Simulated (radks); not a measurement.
# Ionisation of Re²⁺: one atom, several choices of exchange strength α

Aim: the ionisation energy of Re²⁺ ([Xe] 4f14 5d5) to Re³⁺ ([Xe] 4f14 5d4) for each choice of exchange strength α, and which comes nearest the tabulated value.

Method: scalar-relativistic Kohn-Sham, spin-polarised, spherical densities, finite nucleus; open shells are filled with parallel spins first. Code: radks (a radial shooting solver on a logarithmic mesh, Libxc functionals) version 1.

## 1. The system

```
element       : rhenium (Z = 75)
charge        : +2
electrons     : 73
configuration : [Xe] 4f14 5d5
ion           : Re³⁺, [Xe] 4f14 5d4
choices       : α = 0.565; α = 0.637; α = 0.667; α = 0.755; α = 0.826; α = 0.844; α = 0.954
```

The outer shells:

Re²⁺
```
[Xe] core
4f [↑↓][↑↓][↑↓][↑↓][↑↓][↑↓][↑↓]
5d [↑ ][↑ ][↑ ][↑ ][↑ ]
```

Re³⁺
```
[Xe] core
4f [↑↓][↑↓][↑↓][↑↓][↑↓][↑↓][↑↓]
5d [↑ ][↑ ][↑ ][↑ ][  ]
```

## 2. α = 0.565: Re²⁺

The run's settings:

```text
Z 75
configuration [Xe] 4f14 5d5
relativity scalar-relativistic
functional xalpha 0.565
spin polarised
nucleus finite rms 5.3698 fm
c 137.035999084
```

## 3. α = 0.565: Re³⁺

Settings, as their differences from step 2:

```diff
@@ -1,3 +1,3 @@
 Z 75
-configuration [Xe] 4f14 5d5
+configuration [Xe] 4f14 5d4
 relativity scalar-relativistic
```

## 4. α = 0.637: Re²⁺

The run's settings:

```text
Z 75
configuration [Xe] 4f14 5d5
relativity scalar-relativistic
functional xalpha 0.637
spin polarised
nucleus finite rms 5.3698 fm
c 137.035999084
```

## 5. α = 0.637: Re³⁺

Settings, as their differences from step 4:

```diff
@@ -1,3 +1,3 @@
 Z 75
-configuration [Xe] 4f14 5d5
+configuration [Xe] 4f14 5d4
 relativity scalar-relativistic
```

## 6. α = 0.667: Re²⁺

The run's settings:

```text
Z 75
configuration [Xe] 4f14 5d5
relativity scalar-relativistic
functional xalpha 0.667
spin polarised
nucleus finite rms 5.3698 fm
c 137.035999084
```

## 7. α = 0.667: Re³⁺

Settings, as their differences from step 6:

```diff
@@ -1,3 +1,3 @@
 Z 75
-configuration [Xe] 4f14 5d5
+configuration [Xe] 4f14 5d4
 relativity scalar-relativistic
```

## 8. α = 0.755: Re²⁺

The run's settings:

```text
Z 75
configuration [Xe] 4f14 5d5
relativity scalar-relativistic
functional xalpha 0.755
spin polarised
nucleus finite rms 5.3698 fm
c 137.035999084
```

## 9. α = 0.755: Re³⁺

Settings, as their differences from step 8:

```diff
@@ -1,3 +1,3 @@
 Z 75
-configuration [Xe] 4f14 5d5
+configuration [Xe] 4f14 5d4
 relativity scalar-relativistic
```

## 10. α = 0.826: Re²⁺

The run's settings:

```text
Z 75
configuration [Xe] 4f14 5d5
relativity scalar-relativistic
functional xalpha 0.826
spin polarised
nucleus finite rms 5.3698 fm
c 137.035999084
```

## 11. α = 0.826: Re³⁺

Settings, as their differences from step 10:

```diff
@@ -1,3 +1,3 @@
 Z 75
-configuration [Xe] 4f14 5d5
+configuration [Xe] 4f14 5d4
 relativity scalar-relativistic
```

## 12. α = 0.844: Re²⁺

The run's settings:

```text
Z 75
configuration [Xe] 4f14 5d5
relativity scalar-relativistic
functional xalpha 0.844
spin polarised
nucleus finite rms 5.3698 fm
c 137.035999084
```

## 13. α = 0.844: Re³⁺

Settings, as their differences from step 12:

```diff
@@ -1,3 +1,3 @@
 Z 75
-configuration [Xe] 4f14 5d5
+configuration [Xe] 4f14 5d4
 relativity scalar-relativistic
```

## 14. α = 0.954: Re²⁺

The run's settings:

```text
Z 75
configuration [Xe] 4f14 5d5
relativity scalar-relativistic
functional xalpha 0.954
spin polarised
nucleus finite rms 5.3698 fm
c 137.035999084
```

## 15. α = 0.954: Re³⁺

Settings, as their differences from step 14:

```diff
@@ -1,3 +1,3 @@
 Z 75
-configuration [Xe] 4f14 5d5
+configuration [Xe] 4f14 5d4
 relativity scalar-relativistic
```

**Question.** What will these runs give? Wanted: for each run, exchange strength α; E(Re²⁺); Δ-SCF; −ε(HOMO); <r> HOMO; error.

The runs gave:

```csv
exchange strength α,E(Re²⁺) (hartree),Δ-SCF (eV),−ε(HOMO) (eV),<r> HOMO (bohr),error (eV)
α = 0.565,-16623.5075,25.680,20.175,1.838,-1.32
α = 0.637,-16657.3881,26.957,21.355,1.804,-0.04
α = 0.667,-16671.5269,27.500,21.859,1.790,+0.50
α = 0.755,-16713.0748,29.132,23.379,1.752,+2.13
α = 0.826,-16746.6769,30.489,24.650,1.723,+3.49
α = 0.844,-16755.2071,30.839,24.979,1.716,+3.84
α = 0.954,-16807.4368,33.028,27.040,1.673,+6.03
```

What this shows: The NIST Atomic Spectra Database lists 27 +/- 1.6 eV (theoretical). The smallest miss is that of α = 0.637 (-0.04 eV), the largest that of α = 0.954 (+6.03 eV). The ionisation energies span 7.35 eV, the total energies of Re²⁺ 5005 eV: most of the change in the total cancels in the difference. α = 2/3 is LDA exchange; there is no correlation term. The tabulated value is met near α = 0.64. Open shells are spherical and high-spin; term and fine-structure splittings are not resolved. Spin-orbit splitting is averaged out at the scalar-relativistic level.
